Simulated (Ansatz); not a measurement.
# CH6ClNSi: ladder of methods at one geometry, by script

How do the methods compare on CH6ClNSi, in result and in cost? A script is to give a ladder of methods at one geometry; the system is CH6ClNSi. SMILES: N[SiH2]CCl.

Computed with Ansatz 0.2.0 through its Python package. The levels of theory stand in the script.

## Step 1: The structure

Bond lengths: N1–Si2 1.642 Å, Si2–C3 1.820 Å, C3–Cl4 1.826 Å, N1–H5 1.033 Å, N1–H6 1.076 Å, Si2–H7 1.478 Å, Si2–H8 1.450 Å, C3–H9 1.132 Å, C3–H10 1.135 Å. Angles (14 of 15 angles, heavy atoms first): N1–Si2–C3 113.1°, Si2–C3–Cl4 113.0°, N1–Si2–H7 106.2°, N1–Si2–H8 107.8°, C3–Si2–H7 110.6°, C3–Si2–H8 108.8°, Si2–N1–H5 113.6°, Si2–N1–H6 112.5°, Si2–C3–H9 114.0°, Si2–C3–H10 112.4°, Cl4–C3–H9 107.7°, Cl4–C3–H10 105.1°, H7–Si2–H8 110.3°, H5–N1–H6 103.0°.

The script holds or builds the structure itself.

## Step 2: The code

methods_ch6clnsi.py reads:

```python
"""CH6ClNSi at several levels of theory."""

import ansatz as az

params = {
    "basis": "def2-SVP",
}

geometry_ang = [
    ("N", (-1.4414, 0.1875, -0.8089)),
    ("Si", (-0.4314, -0.6612, 0.1682)),
    ("C", (1.1143, 0.2252, 0.5393)),
    ("Cl", (2.0179, 0.7445, -0.9596)),
    ("H", (-1.0285, 0.4254, -1.7251)),
    ("H", (-1.6951, 1.1504, -0.401)),
    ("H", (-0.1469, -1.9304, -0.5336)),
    ("H", (-1.132, -0.92, 1.4106)),
    ("H", (0.976, 1.1407, 1.1913)),
    ("H", (1.8503, -0.4132, 1.1216)),
]
ch6clnsi = az.Crystal.molecule()
for symbol, xyz in geometry_ang:
    ch6clnsi = ch6clnsi.atom(symbol, xyz)

job = ch6clnsi.calculation().basis(gaussian=params["basis"])

methods = ["mp2", "ccsd", "ccsd_t"]
reports = [job.correlation(m).run().report for m in methods]
print(f"Hartree-Fock reference {reports[0]['reference_energy_ev'] / 27.211386246:.6f} Ha")
best = reports[-1]["free_energy_ev"] - reports[-1]["reference_energy_ev"]
for method, each in zip(methods, reports):
    gained = each["free_energy_ev"] - each["reference_energy_ev"]
    print(f"{method:8s} total {each['free_energy_ev'] / 27.211386246:.6f} Ha  correlation {gained:9.4f} eV  ({100 * gained / best:.1f} % of the last)")
```

## Step 3: The run

Run with:

```sh
python methods_ch6clnsi.py
```

Standard output:

```text
Hartree-Fock reference -843.940559 Ha
mp2      total -844.490888 Ha  correlation  -14.9752 eV  (89.0 % of the last)
ccsd     total -844.543568 Ha  correlation  -16.4087 eV  (97.5 % of the last)
ccsd_t   total -844.559119 Ha  correlation  -16.8319 eV  (100.0 % of the last)
```

Run time: 8.9 s. Hardware: 1 thread of Intel Xeon 6975P-C (Granite Rapids), shared host; peak memory 0.39 GiB.

## Step 4: What each run gave

From the records of these 3 runs:

```
run  method  energy (eV)  iterations in all  CPU time (s)
  1     mp2  -22979.7677                 11          0.73
  2    ccsd  -22981.2012                 17           3.2
  3  ccsd_t  -22981.6244                 17           4.7
```

Correlation energies (total less mean field):

```csv
method,correlation (eV),share of the last,miss against the last (eV),CPU time (s)
mp2,-14.975,89.0 %,+1.857,0.73
ccsd,-16.409,97.5 %,+0.423,3.2
ccsd_t,-16.832,100.0 %,+0.000,4.7
```

## Step 5: Results

| quantity | value |
| --- | --- |
| runs compared | 3 |
| correlation energy, last run | -16.832 eV |

In words: mp2 catches 89 % of the correlation energy of ccsd_t. In CPU time, run 3 (ccsd_t) cost about 6.5 times as much as run 1 (mp2). Reading the output:
- The geometry is a force-field or estimated start, not a minimum of this method, and the basis set is short of its limit. A lower total doesn't mark the better method: functionals have no common bound, and MP2 and coupled cluster aren't variational.
- Inner cores stay frozen, so this is valence correlation.
